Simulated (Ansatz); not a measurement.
# triplet C4H12Ge: levels of theory compared

Wanted: a comparison of 6 runs (UHF/STO-3G, UHF/3-21G, U-revPBE/6-31G*, UB3LYP/6-31G*, UCAM-B3LYP/6-31G*, UCCSD(T)/6-31G*) of triplet C4H12Ge. 

The calculation is run with Ansatz 0.2.0.

35 further runs of the same task are left out: 35 set aside as unsound or not needed.

### 1 The structure to begin with

C4H12Ge: 17 atoms, total charge 0, spin state triplet. As SMILES of the parent species, `CC(C)C[GeH3]`. The shape is that of a PBE0-D4/def2-TZVP optimisation. This is one conformer, not always the lowest. That shape belongs to the parent species and isn't relaxed for this state.

Bond lengths: C1–C2 1.522 Å, C2–C3 1.523 Å, C2–C4 1.528 Å, C4–Ge5 1.962 Å, C1–H6 1.093 Å, C1–H7 1.093 Å, C1–H8 1.095 Å, C2–H9 1.098 Å, C3–H10 1.095 Å, C3–H11 1.093 Å, C3–H12 1.093 Å, C4–H13 1.094 Å, C4–H14 1.096 Å, Ge5–H15 1.540 Å, Ge5–H16 1.540 Å, Ge5–H17 1.542 Å. Some angles: C1–C2–C3 110.6°, C1–C2–C4 112.0°, C3–C2–C4 110.5°, C2–C4–Ge5 115.3°, C1–C2–H9 107.9°, C3–C2–H9 107.8°, C4–C2–H9 108.0°, C2–C1–H6 112.1°, C2–C1–H7 111.0°, C2–C1–H8 110.6°.

### 2 A single-point energy at UHF/STO-3G (run 1)

job.yaml reads:

```yaml
crystal:
  periodic: [false, false, false]
  atoms:
    - {symbol: C, position_ang: [-1.065300, 0.017030, 1.152400]}
    - {symbol: C, position_ang: [0.340480, -0.122320, 0.586260]}
    - {symbol: C, position_ang: [1.025400, -1.359130, 1.152850]}
    - {symbol: C, position_ang: [0.339950, -0.164700, -0.940670]}
    - {symbol: Ge, position_ang: [-0.357840, 1.442150, -1.825170]}
    - {symbol: H, position_ang: [-1.552680, 0.937300, 0.820530]}
    - {symbol: H, position_ang: [-1.049160, 0.026690, 2.244940]}
    - {symbol: H, position_ang: [-1.693240, -0.822160, 0.835830]}
    - {symbol: H, position_ang: [0.919680, 0.755880, 0.900570]}
    - {symbol: H, position_ang: [0.479460, -2.264940, 0.870230]}
    - {symbol: H, position_ang: [2.047150, -1.455690, 0.777150]}
    - {symbol: H, position_ang: [1.069230, -1.323890, 2.244770]}
    - {symbol: H, position_ang: [1.359330, -0.310640, -1.311300]}
    - {symbol: H, position_ang: [-0.243350, -1.023440, -1.291830]}
    - {symbol: H, position_ang: [0.040890, 1.437230, -3.312590]}
    - {symbol: H, position_ang: [-1.892890, 1.528870, -1.742710]}
    - {symbol: H, position_ang: [0.232900, 2.701760, -1.161270]}
basis:
  gaussian: {orbitals: STO-3G}
magnetization: {spin_polarized: true, initial_magnetization: 2}
hamiltonian: {xc: hf}
accuracy: high
output: {orbitals: {seedname: orbitals}}
```

Launch:

```
ansatz run job.yaml --threads 1 --pin off --max-ram 3480MiB --events-out events.jsonl --progress --plain --runs-dir runs
```

The program printed:

```text
Warning: RAYON_NUM_THREADS=1 ignored (pool sized by the plan → 1); use --threads N
Functional definition: HF
  name "HF"
  exchange = exact_x
  correlation = 0
1013 factors; integrals over basis functions are off by at most 6.3e-9 eV
mean field evaluation 1: about -60078.4796 eV, gradient 1.3e1 eV
mean field evaluation 2: about -60078.8338 eV, gradient 1.3e1 eV
mean field evaluation 4: about -60082.1223 eV, gradient 3.2e0 eV
mean field evaluation 8: about -60082.5406 eV, gradient 1.0e-1 eV
mean field evaluation 16: about -60082.5348 eV, gradient 2.3e-8 eV
mean field -60082.53481582 eV, -2207.9924290767 hartree, gradient 2.3e-8 eV, S^2 2.013846; 0 other end points of the search recorded, 0 dependent functions left out
reference -60082.53481582 eV, -2207.9924290767 hartree; 35, 33 occupied and 15, 17 virtual orbitals, 1013 factors
Total energy: -60082.53481582 eV, -2207.9924290767 hartree
```

Wall time 1.5 s (1 thread of Arm Neoverse V2, shared host); peak memory 0.16 GiB.

### 3 A single-point energy at UHF/3-21G (run 2)

run.yaml reads:

```yaml
basis:
  gaussian:
    orbitals: 3-21G-spherical.json
crystal:
  periodic: [false, false, false]
  atoms:
    - {symbol: C, position_ang: [-1.065300, 0.017030, 1.152400]}
    - {symbol: C, position_ang: [0.340480, -0.122320, 0.586260]}
    - {symbol: C, position_ang: [1.025400, -1.359130, 1.152850]}
    - {symbol: C, position_ang: [0.339950, -0.164700, -0.940670]}
    - {symbol: Ge, position_ang: [-0.357840, 1.442150, -1.825170]}
    - {symbol: H, position_ang: [-1.552680, 0.937300, 0.820530]}
    - {symbol: H, position_ang: [-1.049160, 0.026690, 2.244940]}
    - {symbol: H, position_ang: [-1.693240, -0.822160, 0.835830]}
    - {symbol: H, position_ang: [0.919680, 0.755880, 0.900570]}
    - {symbol: H, position_ang: [0.479460, -2.264940, 0.870230]}
    - {symbol: H, position_ang: [2.047150, -1.455690, 0.777150]}
    - {symbol: H, position_ang: [1.069230, -1.323890, 2.244770]}
    - {symbol: H, position_ang: [1.359330, -0.310640, -1.311300]}
    - {symbol: H, position_ang: [-0.243350, -1.023440, -1.291830]}
    - {symbol: H, position_ang: [0.040890, 1.437230, -3.312590]}
    - {symbol: H, position_ang: [-1.892890, 1.528870, -1.742710]}
    - {symbol: H, position_ang: [0.232900, 2.701760, -1.161270]}
magnetization:
  spin_polarized: true
  initial_magnetization: 2
hamiltonian:
  xc: hf
accuracy: high
output:
  orbitals: {seedname: orbitals}
```

The basis set 3-21G is read from a file made from the Basis Set Exchange's data (not shown).

Launch:

```
ansatz run run.yaml --threads 1 --pin off --max-ram 3480MiB --events-out events.jsonl --progress --plain --runs-dir runs
```

The program printed:

```text
Warning: RAYON_NUM_THREADS=1 ignored (pool sized by the plan → 1); use --threads N
Functional definition: HF
  name "HF"
  exchange = exact_x
  correlation = 0
1901 factors; integrals over basis functions are off by at most 1.1e-8 eV
mean field evaluation 1: about -60477.2473 eV, gradient 1.7e1 eV
mean field evaluation 2: about -60477.9333 eV, gradient 1.7e1 eV
mean field evaluation 4: about -60480.3818 eV, gradient 2.6e0 eV
mean field evaluation 8: about -60480.6120 eV, gradient 2.7e-1 eV
mean field evaluation 16: about -60480.6163 eV, gradient 1.7e-5 eV
mean field evaluation 32: about -60479.4658 eV, gradient 1.2e0 eV
mean field -60480.61625420 eV, -2222.6216521079 hartree, gradient 4.4e-8 eV, S^2 2.011058; 0 other end points of the search recorded, 0 dependent functions left out
reference -60480.61625420 eV, -2222.6216521079 hartree; 35, 33 occupied and 47, 49 virtual orbitals, 1901 factors
Total energy: -60480.61625420 eV, -2222.6216521079 hartree
```

It took 5.4 s on 1 thread of Arm Neoverse V2, shared host; peak memory 0.35 GiB.

Runs 3 to 5 aren't shown in full; the table further down has their settings and results.

### 4 The energy at UCCSD(T)/6-31G(d) (spherical functions) (run 6)

Edit job.yaml of step 2 so:

```diff
@@ -21,6 +21,6 @@
 basis:
-  gaussian: {orbitals: STO-3G}
+  gaussian: {orbitals: 6-31G_st_-spherical.json}
 magnetization: {spin_polarized: true, initial_magnetization: 2}
-hamiltonian: {xc: hf}
+correlation: {method: ccsd_t, frozen_orbitals: {C: 1, Ge: 9, H: 0}}
 accuracy: high
-output: {orbitals: {seedname: orbitals}}
+scf: {omitted_lower_state_checks: [cluster_reference, increment]}
```

The basis set 6-31G* is read from a file made from the Basis Set Exchange's data (not shown).

Launch:

```
ansatz run job.yaml --threads 1 --pin off --max-ram 3480MiB --events-out events.jsonl --progress --plain --runs-dir runs
```

The program printed:

```text
Warning: RAYON_NUM_THREADS=1 ignored (pool sized by the plan → 1); use --threads N
[... 13 lines left out ...]
13 core orbitals not correlated: weight in the atoms' cores, before any rotation towards them, 1.000 or more for the frozen orbitals, at most 0.000 for the correlated occupied ones
[... 39 lines left out ...]
Total energy: -60792.47897844 eV, -2234.0823958353 hartree
Checks for a lower state left out: cluster_reference, increment
```

Run time: 10 min. Hardware: 1 thread of Arm Neoverse V2, shared host; peak memory 2.5 GiB.

### 5 Overview of the runs

| run | level | frozen core orbitals | energy (Eh) | ⟨S²⟩ | wall time |
| --- | --- | --- | --- | --- | --- |
| 1 | UHF/STO-3G | – | -2207.992429 | 2.014 | 1.5 s |
| 2 | UHF/3-21G | – | -2222.621652 | 2.011 | 5.4 s |
| 3 | U-revPBE/6-31G* (spherical functions) | – | -2235.870747 | 2.003 | 47 s |
| 4 | UB3LYP/6-31G* (spherical functions) | – | -2236.130191 | 2.003 | 50 s |
| 5 | UCAM-B3LYP/6-31G* (spherical functions) | – | -2236.085326 | 2.003 | 60 s |
| 6 | UCCSD(T)/6-31G* (spherical functions) | 13 | -2234.082396 | 2.009 | 10 min |

### 6 What came out

| quantity | value |
| --- | --- |
| run 6: total energy | -2234.08240 Eh |
| run 6: correlation energy (13 core orbitals frozen) | -850.3 mEh |
| run 6: (T) correction | -23.04 mEh |
| run 6: ⟨S²⟩ of the reference determinant | 2.009 |
| run 6: T1 diagnostic | 0.016 |

**Reading.** Totals of different functionals can't be ranked against each other. In run 1 the basis is minimal, so the values are rough. All runs together took 13 min, the longest 10 min.
